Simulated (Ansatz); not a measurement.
Predict the output of the script below (Ansatz 0.2.0, Python API).

Script `fermi_cdpd3.py`:
```python
"""Fermi surface readings for CdPd3."""

import ansatz as az
from ase import Atoms

atoms = Atoms(
    ["Cd", "Pd", "Pd", "Pd"],
    scaled_positions=[
        (0.0, 0.0, 0.0),
        (0.0, 0.5, 0.5),
        (0.5, 0.0, 0.5),
        (0.5, 0.5, 0.0),
    ],
    cell=[
        (3.99697, 0.0, 0.0),
        (0.0, 3.99697, 0.0),
        (0.0, 0.0, 3.99697),
    ],
    pbc=True,
)
system = az.Crystal.from_ase(atoms)

base = (
    system.calculation()
    .functional(az.Functional.R2SCAN)
    .kpoints(5, center="gamma")
    .occupations(az.OccupationsMethod.COLD)
    .eigenstates(nscf_kmesh=(8, 8, 8), level_slopes=True)
)
surface = base.run(threads=1).fermi_surface().to_plain()
for way, reading in surface.items():
    if reading:
        rho_lambda = [f"{v:.3e}" for v in reading["resistivity_times_mean_free_path_ohm_m2"]]
        print(f"{way:24s} area {reading['spin_summed_area_per_ang2']:8.3f} 1/A^2  rho*lambda (ohm m^2) {rho_lambda}")
```

Output of `python fermi_cdpd3.py`:
```text
DeckWarning: basis.ecutwfc = 500 eV, auto-derived from the records' recommended cutoffs: set by Cd (their level for a meta-GGA)
by_tetrahedra            area   32.945 1/A^2  rho*lambda (ohm m^2) ['9.280e-16', '9.280e-16', '9.280e-16']
by_slopes                area   34.078 1/A^2  rho*lambda (ohm m^2) ['8.971e-16', '8.971e-16', '8.971e-16']
on_every_second_point    area   17.483 1/A^2  rho*lambda (ohm m^2) ['1.749e-15', '1.749e-15', '1.749e-15']
```
(Warnings from the package without file and line.)

Caveats:
- No spin polarisation was allowed.
- The mesh is modest for a metal, so energies can be off by several to tens of meV an atom and pressures by half a GPa or more; differences at equal mesh fare better.
- The structure comes from a database of computed cells and needn't be a stable or known phase.
- The three readings differ by the mesh error.
- Hardware and time: 13 s on 1 thread of Arm Neoverse V1, on a shared host, peak memory 0.47 GiB.
